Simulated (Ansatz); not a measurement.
The system is LiY3.

```
Y Li
1.0
    -2.36719    2.36719    5.32664
     2.36719   -2.36719    5.32664
     2.36719    2.36719   -5.32664
Y Li
3 1
Direct
  0.50000 0.50000 0.00000
  0.25000 0.75000 0.50000
  0.75000 0.25000 0.50000
  0.00000 0.00000 0.00000
```

The cell comes from a database or a generator and needn't be the stable form of this composition.

Base run:

```yaml
Program: Ansatz 0.2.0
Functional: PBE
Potentials_or_basis: Ansatz PAW
Cutoff: "420 eV (not typed: the program's choice for these potentials)"
k_mesh: 6 × 6 × 6
Occupations: fermi-dirac, width 0.05 eV
Spin: no spin polarisation
```

Its results: band gap on the k mesh none (metal or under the smearing width); pressure 0.0 GPa.

Q: The run is repeated on the same cell with these changes: functional from PBE to PBEsol; spin from no spin polarisation to spin-orbit coupling, no magnetisation; potential files from those of the base run to others of the same set. What comes out?

A: Band gap on the k mesh none (metal or under the smearing width); pressure -1.5 GPa.

Several settings changed at once, so the effect can't be laid on one alone.

Caveats: the PAW data sets come from PBE, with cores solved anew for the run's functional, which leaves a small shift of forces and pressure (some runs).
